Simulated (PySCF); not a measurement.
**AlSe: bond curves at several levels of theory**

What are the lowest state that PBE0 finds, the bond length, vibrational wavenumber and bond energy of AlSe, and how much do these hang on the method?

Computed with PySCF 2.14.0. Level: Al pcseg-1, Se pcseg-1, no relativity.

## (1) Set-up

The job is set up so:

| Item | Value |
| --- | --- |
| atoms | Al, Se |
| charge | 0 |
| basis | Al pcseg-1, Se pcseg-1 |
| Hamiltonian | no relativity |
| basis functions | 45 |
| electrons treated | 47 |
| masses in u | 26.9815, 79.9165 |
| levels | PBE0, PBE, r²SCAN, r²SCANh, revPBE, r²SCAN0, ωB97X, HF, MP2, SCS-MP2, CCSD, CCSD(T) |
| grid | 80 radial by 434 angular points |
| occupations | held fixed by the projection of orbital angular momentum |
| dissociation limit | Al + Se, each in its ground configuration |
| starting distance in angstrom | 2.310 |
| values of 2S to try | 1, 3 |

Further steps of the session: First curve: PBE0; Excited determinants; PBE (GGA); r²SCAN (meta-GGA); r²SCANh; revPBE (GGA); r²SCAN0; ωB97X (range-separated hybrid); UHF (mean field); Correlated methods on the Hartree–Fock reference.

Q: Predict the outcome of this session. Wanted: for each run, Re; ωe; De; μ.

**Answer**, as computed:

Lowest PBE0 solution found, without spin–orbit coupling: ²Σ⁺ (doublet), unpaired electrons σ ↑. State 2 has its PBE0 minimum 0.47 eV higher. State 3 has its PBE0 minimum 2.67 eV higher. The other levels ran on the lowest alone.

| level | Re (Å) | ωe (cm⁻¹) | De (eV) | μ (D) |
| --- | --- | --- | --- | --- |
| UHF | 2.150 | 485 | 2.21 | -4.65 |
| UHF-MP2 | 2.160 | 548 | 3.58 | n/a |
| UHF-SCS-MP2 | 2.164 | 535 | 3.37 | n/a |
| UHF-CCSD | 2.179 | 473 | 3.21 | n/a |
| UHF-CCSD(T) | 2.183 | 480 | 3.38 | n/a |
| PBE | 2.186 | 468 | 3.96 | -3.08 |
| revPBE | 2.192 | 464 | 3.75 | -3.13 |
| r²SCAN | 2.161 | 495 | 4.01 | -3.55 |
| r²SCANh | 2.156 | 499 | 3.92 | -3.66 |
| PBE0 | 2.164 | 487 | 3.76 | -3.52 |
| r²SCAN0 | 2.150 | 503 | 3.79 | -3.82 |
| ωB97X | 2.157 | 486 | 3.63 | -3.63 |

De is counted to Al + Se in their ground configurations. A positive dipole means Al(−)Se(+).

Differences from CCSD(T) in the same basis:

| level | Re (mÅ) | ωe (%) |
| --- | --- | --- |
| UHF | -33 | +1.0 |
| UHF-MP2 | -24 | +14.1 |
| UHF-SCS-MP2 | -19 | +11.4 |
| UHF-CCSD | -4 | -1.6 |
| PBE | +2 | -2.6 |
| revPBE | +9 | -3.5 |
| r²SCAN | -23 | +3.2 |
| r²SCANh | -27 | +3.9 |
| PBE0 | -20 | +1.4 |
| r²SCAN0 | -33 | +4.7 |
| ωB97X | -27 | +1.2 |

What this shows: Judged by CCSD(T) in the same basis: best bond length PBE (+2 mÅ), worst UHF and r²SCAN0 (-33 mÅ); best wavenumber UHF (+1.0 %), worst UHF-MP2 (+14.1 %). CCSD(T) in a basis this small is itself some way from its limit, more so than the functionals. Of the levels with a De here, UHF gives the least (2.21 eV) and r²SCAN the most (4.01 eV).

Correlated steps freeze 14 core orbitals.
